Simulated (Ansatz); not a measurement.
# CdH2O2: the cost of one run

Program: Ansatz 0.2.0. Level of theory: DFT r2SCAN, scalar-relativistic, plane waves, PAW. These are calculated values, not measurements.

### 1 Starting point

The structure is triclinic, space group P1 (No. 1). The conventional cell has a = 3.434 Å, b = 5.702 Å, c = 6.053 Å, α = 117.45°, β = 105.77°, γ = 91.21°. Cd (site symmetry 1) is surrounded by 6 O at 2.25 to 2.44 Å. H (site symmetry 1) has 1 O at 0.97 Å as nearest neighbours. H (site symmetry 1) is surrounded by 1 O at 0.99 Å. H (site symmetry 1) is surrounded by 1 O at 0.98 Å. O (site symmetry 1) is surrounded by 1 H at 0.97 Å. Only part of the 10 independent sites is listed.

As a file:

```cif
data_structure
_symmetry_space_group_name_H-M 'P1'
_symmetry_Int_Tables_number 1
_cell_length_a 3.4338
_cell_length_b 5.7024
_cell_length_c 6.0529
_cell_angle_alpha 117.454
_cell_angle_beta 105.765
_cell_angle_gamma 91.213
_cell_volume 99.72
loop_
_atom_site_label
_atom_site_type_symbol
_atom_site_symmetry_multiplicity
_atom_site_Wyckoff_symbol
_atom_site_fract_x
_atom_site_fract_y
_atom_site_fract_z
_atom_site_occupancy
Cd1 Cd 1 a 0.17153 0.15317 0.31449 1
Cd2 Cd 1 a 0.86395 0.84254 0.69890 1
H1 H 1 a 0.52710 0.72146 0.01288 1
H2 H 1 a 0.35882 0.32026 0.00175 1
H3 H 1 a 0.88325 0.37538 0.72972 1
H4 H 1 a 0.16204 0.65267 0.28256 1
O1 O 1 a 0.52859 0.88884 0.00802 1
O2 O 1 a 0.07731 0.31118 0.00395 1
O3 O 1 a 0.80081 0.39603 0.57127 1
O4 O 1 a 0.23740 0.83034 0.44071 1
```

The structure comes from the Materials Project (structure only).

### 2 Self-consistent density

The input, input.yaml:

```yaml
crystal:
  lattice:
    - [3.4337549855, 0.0, 0.0]
    - [-0.1206879137, 5.7011512216, 0.0]
    - [-1.6445517513, -2.8261049635, 5.0937768933]
  atoms:
    - { symbol: Cd, position: [0.1715318, 0.15317279, 0.31448616] }
    - { symbol: Cd, position: [0.86394922, 0.84254108, 0.69889994] }
    - { symbol: H, position: [0.52710469, 0.72146226, 0.01288351] }
    - { symbol: H, position: [0.35882396, 0.32026176, 0.00175026] }
    - { symbol: H, position: [0.88324759, 0.37538458, 0.72971879] }
    - { symbol: H, position: [0.16204356, 0.65266803, 0.28255553] }
    - { symbol: O, position: [0.5285863, 0.88884114, 0.00802117] }
    - { symbol: O, position: [0.07731351, 0.31117879, 0.00394816] }
    - { symbol: O, position: [0.80081432, 0.39603256, 0.57127453] }
    - { symbol: O, position: [0.23739505, 0.83033701, 0.44070695] }
basis:
  ecutwfc: 500
  fft_grid_basis: typed
kpoints:
  mp_grid: { grid: [8, 6, 6] }
hamiltonian:
  xc: r2scan
scf:
  occupations: { method: gaussian, width: 0.05 }
output:
  forces: true
  stress: true
  eigenvalues: true
  bader: true
  write_density: true
  volumetric_format: npy
  elf: true
```

Command:

```console
ansatz run input.yaml --threads 2 --pin off --max-ram 4096MiB --backend cpu --events-out ev --progress --plain --runs-dir out
```

What time and memory should one allow on 2 threads of Intel Xeon Platinum 8488C (Sapphire Rapids), shared host?

About 1.7 min, with a peak of 0.97 GiB.
